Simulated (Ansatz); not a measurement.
# ClMoO3 ([MoO3Cl]-): the cost of one run

Method: RKS wB97X-V/def2-SVPD; program: Ansatz 0.2.0.

## 1. The system as given

5 atoms, charge -1, spin multiplicity 1.

Atoms are counted from 1 here; the program's logs count them from 0.

Bond lengths: Mo1–O2 1.737 Å, Mo1–O3 1.737 Å, Mo1–O4 1.737 Å, Mo1–Cl5 2.378 Å. Angles: O2–Mo1–O3 109.4°, O2–Mo1–O4 109.4°, O2–Mo1–Cl5 109.5°, O3–Mo1–O4 109.4°, O3–Mo1–Cl5 109.5°, O4–Mo1–Cl5 109.5°.

As a file:

```xyz
5
charge -1, multiplicity 1
Mo    0.0599    0.1037    0.0431
O     0.0712    0.0877    1.7801
O     1.6944    0.1166   -0.5450
O    -0.7663    1.5259   -0.5160
Cl   -1.0593   -1.8338   -0.7622
```

This geometry comes from a loose relaxation at PBE in a small basis, which is not shown.

## 3. Setting up the map

The axes are (1) bond length Mo1–O2: 9 values from 1.401 to 2.562 Å; (2) bond length Mo1–O4: 9 values from 1.401 to 2.562 Å.

Nothing else is relaxed (all other coordinates rigid). Energies count from the relaxed molecule at the same level.

(The set-up runs are not shown.)

## 4. Grid point bond length Mo1–O2 = 1.546 Å, bond length Mo1–O4 = 1.546 Å

input.yaml

```yaml
crystal:
  periodic: [false, false, false]
  atoms:
    - { symbol: Mo, position_ang: [0.066725, 0.115516, 0.048008] }
    - { symbol: O, position_ang: [0.068848, 0.087347, 1.59375] }
    - { symbol: O, position_ang: [1.671036, 0.112908, -0.538802] }
    - { symbol: O, position_ang: [-0.679212, 1.371922, -0.457104] }
    - { symbol: Cl, position_ang: [-1.049338, -1.816599, -0.755083] }
total_charge: -1
basis:
  gaussian: { orbitals: def2-SVPD }
hamiltonian:
  xc: { name: wB97X-V }
output:
  forces: true
```

On the command line:

```
$ ansatz run input.yaml --threads 1 --pin off --max-ram 2560MiB --backend cpu --events-out ev --progress --plain --runs-dir out
```

What time and memory should one allow on 1 thread of AMD EPYC 9R45 (Zen 5), shared host?

About 7.4 s, with a peak of 0.43 GiB.
